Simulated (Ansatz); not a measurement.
**ClFH₄O₂Si₂: a ladder of functionals and wavefunction methods**

Aim: compute ClFH₄O₂Si₂ with functionals from several rungs and with coupled cluster. The yardstick is the atomisation energy at the CCSD(T) limit.

Program: Ansatz 0.2.0, Gaussian basis. Level of theory: functionals in def2-TZVPP, the program's frozen cores in correlated methods. These are calculated values, not measurements.

The runs, in order: LDA (SPW92), PBE-D4, revPBE-D4, BLYP-D4, r2SCAN-D4, B97M-V, PBE0-D4, B3LYP-D4, r2SCANh-D4, r2SCAN0-D4, HSE06-D4, BHLYP-D4, CAM-B3LYP-D4, LC-ωPBE, ωB97X-V, ωB97M-V, B2PLYP, PBE-QIDH; CCSD(T)/def2-SVP; CCSD(T)/def2-TZVPP; MP2/def2-QZVPP; extrapolation to the limit; RPA on PBE.

## (1) The geometry

All runs share one geometry, relaxed beforehand with PBE0-D4 in a triple-zeta def2 set.

SMILES `O[Si@H](Cl)[Si@@H](O)F`, 10 atoms, charge 0, spin multiplicity 1.

Atoms are counted from 1 here; the program's logs count them from 0.

Bond lengths: O1–Si2 1.635 Å, O1–H7 0.961 Å, Si2–F3 1.600 Å, Si2–Si4 2.354 Å, Si2–H8 1.480 Å, Si4–O5 1.638 Å, Si4–Cl6 2.079 Å, Si4–H9 1.478 Å, O5–H10 0.959 Å. Angles: Si2–O1–H7 116.8°, O1–Si2–F3 111.3°, O1–Si2–Si4 108.1°, O1–Si2–H8 106.0°, F3–Si2–Si4 107.3°, F3–Si2–H8 107.6°, Si4–Si2–H8 116.6°, Si2–Si4–O5 113.7°, Si2–Si4–Cl6 102.0°, Si2–Si4–H9 117.4°, O5–Si4–Cl6 110.6°, O5–Si4–H9 105.5°, Cl6–Si4–H9 107.4°, Si4–O5–H10 118.7°.

## (2) LDA

This LDA is Slater exchange with PW92 correlation.

Input file in.yaml:

```yaml
crystal:
  periodic: [false, false, false]
  atoms:
    - {symbol: O, position_ang: [-0.529422, 0.315363, -1.989263]}
    - {symbol: Si, position_ang: [-0.482937, -0.845666, -0.839560]}
    - {symbol: F, position_ang: [0.402431, -2.092897, -1.308585]}
    - {symbol: Si, position_ang: [0.542880, 0.061082, 1.075040]}
    - {symbol: O, position_ang: [-0.467689, 0.955365, 2.003561]}
    - {symbol: Cl, position_ang: [2.026429, 1.257965, 0.246349]}
    - {symbol: H, position_ang: [0.257193, 0.858036, -2.089613]}
    - {symbol: H, position_ang: [-1.875763, -1.320379, -0.684326]}
    - {symbol: H, position_ang: [1.201450, -0.881164, 2.003686]}
    - {symbol: H, position_ang: [-0.991572, 1.641096, 1.585611]}
basis:
  gaussian: {orbitals: def2-TZVPP}
hamiltonian: {xc: lda}
output: {orbitals: {seedname: orbitals}}
```

Command:

```console
$ ansatz run in.yaml --threads 4 --pin off --events-out ev --progress --plain --max-ram 10444MiB
```

After this run come: PBE-D4 (GGA); revPBE-D4 (GGA); BLYP-D4 (GGA); r2SCAN-D4 (meta-GGA); B97M-V (meta-GGA); PBE0-D4 (hybrid); B3LYP-D4 (hybrid); r2SCANh-D4 (hybrid); r2SCAN0-D4 (hybrid); HSE06-D4 (hybrid); BHLYP-D4 (hybrid); CAM-B3LYP-D4 (range-separated); LC-ωPBE (range-separated); ωB97X-V (range-separated); ωB97M-V (range-separated); B2PLYP (double hybrid); PBE-QIDH (double hybrid); CCSD(T) in def2-SVP; CCSD(T) in def2-TZVPP; MP2 in def2-QZVPP; RPA on PBE orbitals.

Before running them: what should the planned runs give, taken together? Wanted: atomisation energy, CCSD(T)/CBS; farthest beyond LDA; mean size of error, GGA; mean size of error, meta-GGA; mean size of error, hybrid; mean size of error, range-separated; mean size of error, double hybrid; gap, smallest and largest; T1 diagnostic.

As calculated:

```
                               quantity                                        value
        atomisation energy, CCSD(T)/CBS                                3741.3 kJ/mol
 functionals within 18.7 kJ/mol (0.5 %)  PBE-D4, r2SCAN-D4, B97M-V, ωB97X-V, ωB97M-V
                    farthest beyond LDA                     BHLYP-D4 (-172.7 kJ/mol)
                mean size of error, GGA                                  52.2 kJ/mol
           mean size of error, meta-GGA                                  16.4 kJ/mol
             mean size of error, hybrid                                  87.0 kJ/mol
    mean size of error, range-separated                                  27.0 kJ/mol
      mean size of error, double hybrid                                  78.5 kJ/mol
              gap, smallest and largest    4.95 eV (LDA (SPW92)), 12.02 eV (LC-ωPBE)
                          T1 diagnostic                                       0.0120
triples share of the correlation energy                                        3.4 %
```

**Reading.** The LDA atomisation energy is off by 512.5 kJ/mol (14 %): it overbinds. PBE-D4 misses by +6.9 kJ/mol. Double hybrids carry the basis error of their MP2 part in triple zeta, and no dispersion term here, so their miss is partly the set-up's. By mean error the best rung here is meta-GGA (16.4 kJ/mol) and the worst beyond LDA is hybrid (87.0 kJ/mol). The mean of the hybrids holds BHLYP, with half exact exchange. The reference freezes the cores and leaves out relativity and excitations past (T), so misses under about 18.7 kJ/mol can't be ranked. Hartree-Fock recovers 72 % of the binding; the rest is correlation. CCSD(T) in def2-SVP is off by -372.1 kJ/mol, which most functionals beat. The gap grows from 4.9 to 12.0 eV across the functionals, mostly with the share of exact exchange.
